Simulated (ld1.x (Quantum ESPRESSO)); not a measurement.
# A PAW potential for Al, from input to tests

Aim: build the potential from the settings below, then test how well it stands in for the atom: other configurations, scattering, ghost states and the plane-wave cutoff that it needs.

Program: ld1.x (Quantum ESPRESSO) 7.5. Reference atom: PBE, scalar-relativistic, spherical and spin-unpolarised. All values are calculated.

### 1 Settings

Typed settings, in words:

```json
{
 "element": "aluminium (Al, Z = 13)",
 "type": "PAW",
 "frozen core": "[Ne]",
 "valence charge": "3",
 "reference configuration": "3s2 3p1",
 "partial waves": "3s (bound): rcut 2.10, rcutus 2.40 bohr; 3s channel at 1.7 Ry: rcut 2.10, rcutus 2.40 bohr; 3p (bound): rcut 2.35, rcutus 3.05 bohr; 3p channel at 0.3 Ry: rcut 2.35, rcutus 3.05 bohr; 3d channel at 0.05 Ry: rcut 2.30, rcutus 2.75 bohr; 3d channel at 2.75 Ry: rcut 2.30, rcutus 2.75 bohr",
 "local potential": "all-electron potential smoothed inside 2.15 bohr (lloc = -2)",
 "core correction": "Bessel-smoothed model core inside 2.00 bohr",
 "augmentation charge": "PSQ, inside the norm-conserving radii"
}
```

An earlier all-electron run gives the scale for the radii.

All-electron outer shells of the reference configuration (PBE, scalar-relativistic, ld1.x):

```csv
shell,level (eV),outermost node (bohr),outermost maximum (bohr)
2s,-108.17,0.16,0.50
2p,-69.64,–,0.43
3s,-7.75,0.80,2.09
3p,-2.71,0.82,2.64
```

### 2 The generation run

Al.in reads:

```
 &input
   title='Al', zed=13., rel=1, dft='PBE', iswitch=3,
   config='[Ne] 3s2 3p1 3d-2',
   nld=3, rlderiv=3.30, eminld=-3.0, emaxld=5.0, deld=0.02
 /
 &inputp
   pseudotype=3, lpaw=.true., tm=.true., lloc=-2, rcloc=2.15,
   nlcc=.true., new_core_ps=.true., rcore=2.00,
   which_augfun='PSQ', rmatch_augfun_nc=.true.,
   file_pseudopw='Al.UPF', file_wfcaegen='ae.wfc', file_wfcncgen='nc.wfc', file_beta='beta', file_chi='chi', file_wfcusgen='us.wfc'
 /
6
3S  1  0   2.00   0.00  2.10  2.40  0.0
3S  1  0   0.00   1.70  2.10  2.40  0.0
3P  2  1   1.00   0.00  2.35  3.05  0.0
3P  2  1   0.00   0.30  2.35  3.05  0.0
3D  3  2  -2.00   0.05  2.30  2.75  0.0
3D  3  2  -2.00   2.75  2.30  2.75  0.0
 &test
   configts(1)='3s2 3p1'
 /
```

Started as:

```sh
$ ld1.x < Al.in > Al.out
```

What the program wrote to Al.out (without the banner and most projector matrices):

```text
     Program LD1 v.7.5
     --------------------------- All-electron run ----------------------------

     Al
     scalar relativistic calculation

     atomic number is 13.00
     dft =PBE   lsd =0 sic =0 latt =0  beta=0.20 tr2=1.0E-14
     Exchange-correlation= PBE
                           (   1   4   3   4   0   0   0)
     mesh =1135 r(mesh) = 100.48924 a.u. xmin = -7.00 dx = 0.01250
     1 Ry =  13.60569312 eV, c = 137.03599908

     n l     nl                  e(Ry)          e(Ha)          e(eV)
     1 0     1S 1( 2.00)      -111.0670       -55.5335     -1511.1441
     2 0     2S 1( 2.00)        -7.9500        -3.9750      -108.1651
     2 1     2P 1( 6.00)        -5.1187        -2.5593       -69.6432
     3 0     3S 1( 2.00)        -0.5698        -0.2849        -7.7529
     3 1     3P 1( 1.00)        -0.1993        -0.0997        -2.7121

     final scf error:  7.9E-15 reached in  23 iterations

     Etot =    -485.370441 Ry,    -242.685221 Ha,   -6603.801277 eV

     Ekin =     486.252059 Ry,     243.126029 Ha,    6615.796290 eV
     Encl =   -1160.737048 Ry,    -580.368524 Ha,  -15792.632076 eV
     Eh   =     225.977757 Ry,     112.988878 Ha,    3074.584008 eV
     Exc  =     -36.863208 Ry,     -18.431604 Ha,    -501.549499 eV

     normalization and overlap integrals

     s(1S/1S) =  1.000000  <r> =   0.1202  <r2> =    0.0195  r(max) =   0.0779
     s(2S/2S) =  1.000000  <r> =   0.6261  <r2> =    0.4701  r(max) =   0.4954
     s(2P/2P) =  1.000000  <r> =   0.6034  <r2> =    0.4632  r(max) =   0.4264
     s(3S/3S) =  1.000000  <r> =   2.5429  <r2> =    7.5539  r(max) =   2.0856
     s(3P/3P) =  1.000000  <r> =   3.4481  <r2> =   14.3562  r(max) =   2.6447

     ------------------------ End of All-electron run ------------------------

     --------------------- Generating PAW atomic setup --------------------

      Generating local potential from pseudized AE potential:
      Matching radius rcloc =   2.1500
      Enforcing V''(0)=0 (lloc=-2)

      Local pseudo, rcloc= 2.138 Estimated cut-off energy=     6.38 Ry

      Computing core charge for nlcc:

       r > 2.01 : true rho core
      Core charge pseudized with two Bessel functions
      Integrated core pseudo-charge :   0.64
      Wfc-us  3S rcutus= 2.423  Estimated cut-off energy=     7.89 Ry
      Wfc-us  3S rcutus= 2.423  Estimated cut-off energy=    15.38 Ry
      Wfc-us  3P rcutus= 3.035  Estimated cut-off energy=     8.29 Ry
      Wfc-us  3P rcutus= 3.035  Estimated cut-off energy=     9.86 Ry
      Wfc-us  3D rcutus= 2.746  Estimated cut-off energy=    13.94 Ry
      Wfc-us  3D rcutus= 2.746  Estimated cut-off energy=    26.91 Ry

     Required augmentation: PSQ   radius:    3.050000

     Q pseudized with Bessel functions
     Expected ecutrho=      81.5843 due to l1=  2   l2=  2

     Estimated PAW energy =  -39.227658 Ryd

     The PAW screened D coefficients
     0.55373     0.50147     0.00000     0.00000     0.00000     0.00000
     0.50147     0.52945     0.00000     0.00000     0.00000     0.00000
     0.00000     0.00000     0.07410     0.06035     0.00000     0.00000
     0.00000     0.00000     0.06035     0.05202     0.00000     0.00000
     0.00000     0.00000     0.00000     0.00000    -0.02642    -0.06481
     0.00000     0.00000     0.00000     0.00000    -0.06481    -0.38969

     The PAW descreened D coefficients (US)
     0.26362     0.22221     0.00000     0.00000     0.00000     0.00000
     0.22221     0.25425     0.00000     0.00000     0.00000     0.00000
     0.00000     0.00000     0.05804     0.05198     0.00000     0.00000
     0.00000     0.00000     0.05198     0.04961     0.00000     0.00000
     0.00000     0.00000     0.00000     0.00000    -0.01258    -0.04530
     0.00000     0.00000     0.00000     0.00000    -0.04530    -0.37388

     ------------------- End of pseudopotential generation -------------------

     [... the all-electron block is printed once more ...]


     Computing logarithmic derivative in   3.29142
     Computing logarithmic derivative in   3.29142
     Computing the partial wave expansion
     R is outside the sphere for l=    0 j= 0.00
     R is outside the sphere for l=    0 j= 0.00
     R is outside the sphere for l=    1 j= 0.00
     R is outside the sphere for l=    1 j= 0.00
     R is outside the sphere for l=    2 j= 0.00
     R is outside the sphere for l=    2 j= 0.00

     ---------------------- Testing the pseudopotential ----------------------

     Al
     scalar relativistic calculation

     atomic number is 13.00   valence charge is  3.00
     dft = SLA  PW   PBX  PBC   lsd =0 sic =0 latt =0  beta=0.20 tr2=1.0E-14
     mesh =1135 r(mesh) = 100.48924 xmin = -7.00 dx = 0.01250

     n l     nl             e AE (Ry)        e PS (Ry)    De AE-PS (Ry)
     1 0     3S   1( 2.00)       -0.56982       -0.56983        0.00000
     2 1     3P   1( 1.00)       -0.19934       -0.19934        0.00000

     eps = 2.3E-16  iter =  3

     Etot =    -485.370441 Ry,    -242.685221 Ha,   -6603.801277 eV
     Etotps =   -39.227660 Ry,     -19.613830 Ha,    -533.719505 eV

     Ekin =       5.630394 Ry,       2.815197 Ha,      76.605411 eV
     Encl =     -10.884249 Ry,      -5.442124 Ha,    -148.087748 eV
     Ehrt =       2.889403 Ry,       1.444701 Ha,      39.312324 eV
     Ecxc =     -36.863208 Ry,     -18.431604 Ha,    -501.549492 eV
     (Ecc =      -0.403730 Ry,      -0.201865 Ha,      -5.493027 eV)

     ---------------------- End of pseudopotential test ----------------------
```

Run time: 1.9 s. Hardware: 1 thread, shared host. (Generation and the later configuration tests together.)

Partial waves on a coarse radial grid (AE all-electron, PS pseudo):

| r (bohr) | 3s AE | 3s PS | 3p AE | 3p PS |
| --- | --- | --- | --- | --- |
| 0.152 | 0.0199 | 0.0881 | -0.1241 | 0.0067 |
| 0.305 | -0.2409 | 0.1749 | -0.2095 | 0.0265 |
| 0.458 | -0.2904 | 0.2583 | -0.1966 | 0.0583 |
| 0.610 | -0.1953 | 0.3361 | -0.1276 | 0.1000 |
| 0.762 | -0.0409 | 0.4076 | -0.0355 | 0.1493 |
| 0.915 | 0.1242 | 0.4721 | 0.0620 | 0.2040 |
| 1.068 | 0.2745 | 0.5283 | 0.1549 | 0.2609 |
| 1.220 | 0.3993 | 0.5754 | 0.2382 | 0.3170 |
| 1.372 | 0.4976 | 0.6137 | 0.3110 | 0.3701 |
| 1.525 | 0.5715 | 0.6432 | 0.3736 | 0.4185 |
| 1.678 | 0.6234 | 0.6638 | 0.4262 | 0.4603 |
| 1.830 | 0.6560 | 0.6759 | 0.4687 | 0.4945 |
| 1.982 | 0.6721 | 0.6801 | 0.5019 | 0.5211 |
| 2.135 | 0.6744 | 0.6766 | 0.5267 | 0.5403 |
| 2.288 | 0.6657 | 0.6659 | 0.5437 | 0.5526 |
| 2.440 | 0.6484 | 0.6484 | 0.5537 | 0.5589 |
| 2.592 | 0.6248 | 0.6248 | 0.5578 | 0.5603 |
| 2.745 | 0.5964 | 0.5964 | 0.5570 | 0.5578 |
| 2.898 | 0.5649 | 0.5649 | 0.5518 | 0.5519 |
| 3.050 | 0.5317 | 0.5317 | 0.5433 | 0.5433 |
| 3.202 | 0.4978 | 0.4978 | 0.5320 | 0.5320 |
| 3.355 | 0.4635 | 0.4635 | 0.5183 | 0.5183 |
| 3.508 | 0.4298 | 0.4298 | 0.5029 | 0.5029 |
| 3.660 | 0.3973 | 0.3973 | 0.4864 | 0.4864 |
| 3.812 | 0.3662 | 0.3662 | 0.4691 | 0.4691 |
| 3.965 | 0.3364 | 0.3364 | 0.4510 | 0.4510 |

### 3 Testing the new file in other configurations

Al.test.in reads:

```
 &input
   title='Al', zed=13., rel=1, dft='PBE', iswitch=2,
   config='[Ne] 3s2 3p1 3d-2'
 /
 &test
   file_pseudo='Al.UPF', nconf=8,
   configts(1)='3s2 3p1',
   configts(2)='3s2 3p0',
   configts(3)='3s1 3p0',
   configts(4)='3s2 3p0.5',
   configts(5)='3s1 3p2',
   configts(6)='3s1 3p1',
   configts(7)='3s0 3p3',
   configts(8)='3s2 3p1.3'
 /
```

Started as:

```sh
$ ld1.x < Al.test.in > Al.test.out
```

Al.test.out, the pseudopotential blocks:

```text
     ---------------------- Testing the pseudopotential ----------------------

     Al
     scalar relativistic calculation

     atomic number is 13.00   valence charge is  3.00
     dft =SLA  PW   PBX  PBC   lsd =0 sic =0 latt =0  beta=0.20 tr2=1.0E-14
     mesh =1135 r(mesh) = 100.48924 xmin = -7.00 dx = 0.01250

     n l     nl             e AE (Ry)        e PS (Ry)    De AE-PS (Ry)
     1 0     3S   1( 2.00)       -0.56982       -0.56983        0.00000
     2 1     3P   1( 1.00)       -0.19934       -0.19934        0.00000

     eps = 2.3E-16  iter =  3

     Etot =    -485.370441 Ry,    -242.685221 Ha,   -6603.801276 eV
     Etotps =   -39.227660 Ry,     -19.613830 Ha,    -533.719505 eV

     Ekin =       5.630394 Ry,       2.815197 Ha,      76.605411 eV
     Encl =     -10.884249 Ry,      -5.442124 Ha,    -148.087748 eV
     Ehrt =       2.889403 Ry,       1.444701 Ha,      39.312324 eV
     Ecxc =     -36.863208 Ry,     -18.431604 Ha,    -501.549492 eV
     (Ecc =      -0.403730 Ry,      -0.201865 Ha,      -5.493027 eV)

     ---------------------- End of pseudopotential test ----------------------

     ---------------------- Testing the pseudopotential ----------------------

     Al
     [...]
     n l     nl             e AE (Ry)        e PS (Ry)    De AE-PS (Ry)
     1 0     3S   1( 2.00)       -1.08854       -1.08884        0.00030
     2 1     3P   1( 0.00)       -0.66543       -0.66560        0.00017

     eps = 6.7E-15  iter = 10

     Etot =    -484.946999 Ry,    -242.473499 Ha,   -6598.040044 eV
     Etotps =   -38.804154 Ry,     -19.402077 Ha,    -527.957408 eV
     dEtot_ae =       0.423443 Ry
     dEtot_ps =       0.423506 Ry,   Delta E=      -0.000064 Ry

     [...]
     ---------------------- End of pseudopotential test ----------------------

     ---------------------- Testing the pseudopotential ----------------------

     Al
     [...]
     n l     nl             e AE (Ry)        e PS (Ry)    De AE-PS (Ry)
     1 0     3S   1( 1.00)       -1.74543       -1.74819        0.00275
     2 1     3P   1( 0.00)       -1.26440       -1.26662        0.00222

     eps = 7.3E-15  iter =  8

     Etot =    -483.533964 Ry,    -241.766982 Ha,   -6578.814726 eV
     Etotps =   -37.389803 Ry,     -18.694902 Ha,    -508.714190 eV
     dEtot_ae =       1.836478 Ry
     dEtot_ps =       1.837857 Ry,   Delta E=      -0.001379 Ry

     [...]
     ---------------------- End of pseudopotential test ----------------------

     ---------------------- Testing the pseudopotential ----------------------

     Al
     [...]
     n l     nl             e AE (Ry)        e PS (Ry)    De AE-PS (Ry)
     1 0     3S   1( 2.00)       -0.81538       -0.81545        0.00006
     2 1     3P   1( 0.50)       -0.41902       -0.41905        0.00003

     eps = 1.0E-15  iter =  9

     Etot =    -485.217152 Ry,    -242.608576 Ha,   -6601.715673 eV
     Etotps =   -39.074361 Ry,     -19.537180 Ha,    -531.633761 eV
     dEtot_ae =       0.153289 Ry
     dEtot_ps =       0.153299 Ry,   Delta E=      -0.000010 Ry

     [...]
     ---------------------- End of pseudopotential test ----------------------

     ---------------------- Testing the pseudopotential ----------------------

     Al
     [...]
     n l     nl             e AE (Ry)        e PS (Ry)    De AE-PS (Ry)
     1 0     3S   1( 1.00)       -0.63016       -0.63036        0.00019
     2 1     3P   1( 2.00)       -0.24571       -0.24576        0.00005

     eps = 1.0E-15  iter =  7

     Etot =    -484.992719 Ry,    -242.496359 Ha,   -6598.662099 eV
     Etotps =   -38.849850 Ry,     -19.424925 Ha,    -528.579142 eV
     dEtot_ae =       0.377723 Ry
     dEtot_ps =       0.377810 Ry,   Delta E=      -0.000087 Ry

     [...]
     ---------------------- End of pseudopotential test ----------------------

     ---------------------- Testing the pseudopotential ----------------------

     Al
     [...]
     n l     nl             e AE (Ry)        e PS (Ry)    De AE-PS (Ry)
     1 0     3S   1( 1.00)       -1.14736       -1.14804        0.00068
     2 1     3P   1( 1.00)       -0.71655       -0.71695        0.00040

     eps = 4.2E-15  iter =  9

     Etot =    -484.519974 Ry,    -242.259987 Ha,   -6592.230085 eV
     Etotps =   -38.376913 Ry,     -19.188456 Ha,    -522.144497 eV
     dEtot_ae =       0.850467 Ry
     dEtot_ps =       0.850747 Ry,   Delta E=      -0.000281 Ry

     [...]
     ---------------------- End of pseudopotential test ----------------------

     ---------------------- Testing the pseudopotential ----------------------

     Al
     [...]
     n l     nl             e AE (Ry)        e PS (Ry)    De AE-PS (Ry)
     1 0     3S   1( 0.00)       -0.68211       -0.68244        0.00033
     2 1     3P   1( 3.00)       -0.28605       -0.28615        0.00010

     eps = 1.6E-15  iter =  9

     Etot =    -484.602331 Ry,    -242.301166 Ha,   -6593.350606 eV
     Etotps =   -38.459258 Ry,     -19.229629 Ha,    -523.264868 eV
     dEtot_ae =       0.768110 Ry
     dEtot_ps =       0.768402 Ry,   Delta E=      -0.000292 Ry

     [...]
     ---------------------- End of pseudopotential test ----------------------

     ---------------------- Testing the pseudopotential ----------------------

     Al
     [...]
     n l     nl             e AE (Ry)        e PS (Ry)    De AE-PS (Ry)
     1 0     3S   1( 2.00)       -0.44077       -0.44077       -0.00000
     2 1     3P   1( 1.30)       -0.08482       -0.08482        0.00000

     eps = 5.9E-16  iter =  7

     Etot =    -485.412675 Ry,    -242.706338 Ha,   -6604.375895 eV
     Etotps =   -39.269895 Ry,     -19.634948 Ha,    -534.294144 eV
     dEtot_ae =      -0.042234 Ry
     dEtot_ps =      -0.042235 Ry,   Delta E=       0.000001 Ry

     [...]
     ---------------------- End of pseudopotential test ----------------------
```

Excitation and ionisation energies from 3s2 3p1, with the error of the potential.

```csv
valence configuration,charge,ΔE all-electron (eV),error AE − PS (meV)
3s2 3p0,+1,5.761,-0.9
3s1 3p0,+2,24.987,-19
3s2 3p0.5,+0.5,2.086,-0.1
3s1 3p2,0,5.139,-1.2
3s1 3p1,+1,11.571,-3.8
3s0 3p3,0,10.451,-4.0
3s2 3p1.3,-0.3,-0.575,0.0
```

### 4 Logarithmic derivatives

Taken from the files of the generation run. The phase is arctan(r·u′/u) with u = r·R, unwrapped, with energies in Ry. A pole is an energy at which the radial function vanishes at the test radius. The pseudo phase is shifted by a multiple of π to meet the all-electron one at the reference energy. Levels narrower than the energy grid can be missing from the poles. The last column is the largest difference on the grid between −1 and +1 Ry.

```tsv
channel	radius (bohr)	reference (Ry)	poles AE	poles PS	window around the reference with phases within 0.05 rad (Ry)	largest difference near zero (rad)
s	3.29	-0.57	-0.09, 4.04	-0.09, 3.99	the whole range	0.000
p	3.29	-0.20	0.56, 4.59	0.56, 4.25	below 2.1	0.000
d	3.29	0.05	1.38, 4.86	1.38, 4.84	the whole range	0.000
```

Phases (rad) along the scan:

| E (Ry) | d AE | d PS | s AE | s PS |
| --- | --- | --- | --- | --- |
| -3.00 | 1.397 | 1.397 | 1.373 | 1.372 |
| -2.52 | 1.382 | 1.382 | 1.347 | 1.347 |
| -2.04 | 1.362 | 1.362 | 1.307 | 1.307 |
| -1.56 | 1.334 | 1.334 | 1.231 | 1.231 |
| -1.08 | 1.290 | 1.290 | 0.996 | 0.995 |
| -0.60 | 1.212 | 1.212 | -0.880 | -0.880 |
| -0.12 | 1.020 | 1.020 | -1.558 | -1.558 |
| 0.36 | 0.056 | 0.056 | -1.717 | -1.717 |
| 0.84 | -1.279 | -1.279 | -1.861 | -1.862 |
| 1.32 | -1.550 | -1.551 | -2.177 | -2.177 |
| 1.80 | -1.690 | -1.690 | -3.473 | -3.473 |
| 2.28 | -1.869 | -1.869 | -4.333 | -4.333 |
| 2.76 | -2.561 | -2.561 | -4.539 | -4.540 |
| 3.24 | -4.225 | -4.226 | -4.629 | -4.631 |
| 3.72 | -4.531 | -4.532 | -4.684 | -4.687 |
| 4.20 | -4.635 | -4.636 | -4.726 | -4.731 |
| 4.68 | -4.694 | -4.696 | -4.764 | -4.774 |

### 5 Plane-wave convergence, by spherical Bessel functions

A separate test, outside the generator: the pseudo-atom's Hamiltonian at the reference potential is diagonalised in spherical Bessel functions j_l(qr) that vanish at 20 bohr, with q² up to the cutoff.

All-electron valence levels (Ry): 3s -0.5698, 3p -0.1993. The lowest levels of each channel (Ry) by cutoff; the last column sums, over occupied levels, occupation times the distance from the level at 400 Ry. A positive value at high cutoff is not a bound level.

| cutoff (Ry) | s #1 | p #1 | d #1 | f #1 | Σ f·Δε (mRy) |
| --- | --- | --- | --- | --- | --- |
| 6 | -0.5697 | -0.1988 | 0.0453 | 0.1021 | 0.8 |
| 8 | -0.5697 | -0.1993 | 0.0452 | 0.1021 | 0.3 |
| 10 | -0.5698 | -0.1993 | 0.0452 | 0.1021 | 0.2 |
| 400 | -0.5698 | -0.1993 | 0.0452 | 0.1021 | 0.0 |

The sum stays within 10 mRy from 6 Ry or less and within 1 mRy from 6 Ry or less. The sum leaves out empty levels, which can need more. Ghost test: no level below the all-electron spectrum of its channel (s, p, d, f tested).

### 6 Results

```
                                                quantity                          value
               cutoffs for 10 and 1 mRy, occupied levels  6 Ry or less and 6 Ry or less
                                            bound ghosts                     none found
                            largest test error (AE − PS)           -19 meV, for 3s1 3p0
largest phase difference near zero energy, channels read                      0.000 rad
         lowest eigenvalue of the overlap (Bessel basis)                      0.562 (s)
               density cutoff estimated by the generator                          82 Ry
```

By total energies transferability is good: the largest error is 19 meV on 25.0 eV, for 3s1 3p0. By its cutoff, 6 Ry or less for the looser tolerance, it is soft on the atom at that tolerance. No bound ghost shows below the valence levels. Near zero energy the phases of the channels with partial waves agree within 0.001 rad. All of this concerns the isolated atom, not yet a solid.
